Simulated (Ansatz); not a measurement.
# CH₃BFNS: up Jacob's ladder to CCSD(T)

Aim: compute CH₃BFNS with functionals from several rungs and with coupled cluster. The yardstick is the atomisation energy at the CCSD(T) limit.

Computed with Ansatz 0.2.0, Gaussian basis. Level: functionals in def2-TZVPP, the program's frozen cores in correlated methods.

Plan: LDA (SPW92), PBE-D4, revPBE-D4, BLYP-D4, r2SCAN-D4, B97M-V, PBE0-D4, B3LYP-D4, r2SCANh-D4, r2SCAN0-D4, HSE06-D4, BHLYP-D4, CAM-B3LYP-D4, LC-ωPBE, ωB97X-V, ωB97M-V, B2PLYP, PBE-QIDH; CCSD(T)/def2-SVP; CCSD(T)/def2-TZVPP; MP2/def2-QZVPP; extrapolation to the limit; RPA on PBE.

## (1) Structure used throughout

An earlier PBE0-D4 in a triple-zeta def2 set relaxation fixed the geometry.

SMILES `B/N=C(/F)S`, 8 atoms, charge 0, spin multiplicity 1.

Atoms are counted from 1 here; the program's logs count them from 0.

Bond lengths: B1–N2 1.367 Å, B1–H6 1.197 Å, B1–H7 1.197 Å, N2–C3 1.224 Å, C3–F4 1.342 Å, C3–S5 1.753 Å, S5–H8 1.342 Å. Angles: N2–B1–H6 119.0°, N2–B1–H7 119.0°, H6–B1–H7 122.1°, B1–N2–C3 176.2°, N2–C3–F4 121.8°, N2–C3–S5 125.2°, F4–C3–S5 112.9°, C3–S5–H8 95.4°.

## (2) LDA

This LDA is Slater exchange with PW92 correlation.

in.yaml reads:

```yaml
crystal:
  periodic: [false, false, false]
  atoms:
    - {symbol: B, position_ang: [-0.068892, 1.790809, 0.172827]}
    - {symbol: N, position_ang: [-0.014641, 0.455504, -0.115695]}
    - {symbol: C, position_ang: [0.037744, -0.753808, -0.294086]}
    - {symbol: F, position_ang: [0.021161, -1.289371, -1.524208]}
    - {symbol: S, position_ang: [0.140314, -1.959781, 0.974353]}
    - {symbol: H, position_ang: [-1.137215, 2.306998, 0.328692]}
    - {symbol: H, position_ang: [0.953232, 2.407371, 0.256820]}
    - {symbol: H, position_ang: [0.160495, -3.014822, 0.145296]}
basis:
  gaussian: {orbitals: def2-TZVPP}
hamiltonian: {xc: lda}
output: {orbitals: {seedname: orbitals}}
```

Launch:

```console
$ ansatz run in.yaml --threads 2 --pin off --events-out ev --progress --plain --max-ram 4352MiB
```

Further steps of the session: PBE-D4 (GGA); revPBE-D4 (GGA); BLYP-D4 (GGA); r2SCAN-D4 (meta-GGA); B97M-V (meta-GGA); PBE0-D4 (hybrid); B3LYP-D4 (hybrid); r2SCANh-D4 (hybrid); r2SCAN0-D4 (hybrid); HSE06-D4 (hybrid); BHLYP-D4 (hybrid); CAM-B3LYP-D4 (range-separated); LC-ωPBE (range-separated); ωB97X-V (range-separated); ωB97M-V (range-separated); B2PLYP (double hybrid); PBE-QIDH (double hybrid); CCSD(T) in def2-SVP; CCSD(T) in def2-TZVPP; MP2 in def2-QZVPP; RPA on PBE orbitals.

Q: Predict the results of all the runs planned. Wanted: atomisation energy, CCSD(T)/CBS; farthest beyond LDA; mean size of error, GGA; mean size of error, meta-GGA; mean size of error, hybrid; mean size of error, range-separated; mean size of error, double hybrid; gap, smallest and largest; T1 diagnostic.

As calculated:

| quantity | value |
| --- | --- |
| atomisation energy, CCSD(T)/CBS | 711.3 kcal/mol |
| functionals within 3.6 kcal/mol (0.5 %) | B2PLYP, PBE-QIDH |
| farthest beyond LDA | PBE-D4 (+39.7 kcal/mol) |
| mean size of error, GGA | 24.9 kcal/mol |
| mean size of error, meta-GGA | 12.8 kcal/mol |
| mean size of error, hybrid | 12.5 kcal/mol |
| mean size of error, range-separated | 10.0 kcal/mol |
| mean size of error, double hybrid | 0.3 kcal/mol |
| gap, smallest and largest | 4.70 eV (LDA (SPW92)), 11.92 eV (LC-ωPBE) |
| T1 diagnostic | 0.0145 |
| triples share of the correlation energy | 4.2 % |

What this shows: The LDA atomisation energy is off by 141.6 kcal/mol (20 %): it overbinds. PBE-D4 is off by +39.7 kcal/mol. Double hybrids carry the basis error of their MP2 part in triple zeta, and no dispersion term here, so their miss is partly the set-up's. Taken by rung, double hybrid functionals do best (0.3 kcal/mol on average) and GGA ones worst beyond LDA (24.9 kcal/mol). The reference freezes the cores and leaves out relativity and excitations past (T), so misses under about 3.6 kcal/mol can't be ranked. Hartree-Fock recovers 69 % of the binding; the rest is correlation. CCSD(T) in def2-SVP is off by -40.2 kcal/mol, so the small basis spoils what the method gains. Orbital gaps span 4.7 to 11.9 eV; exact exchange widens them.
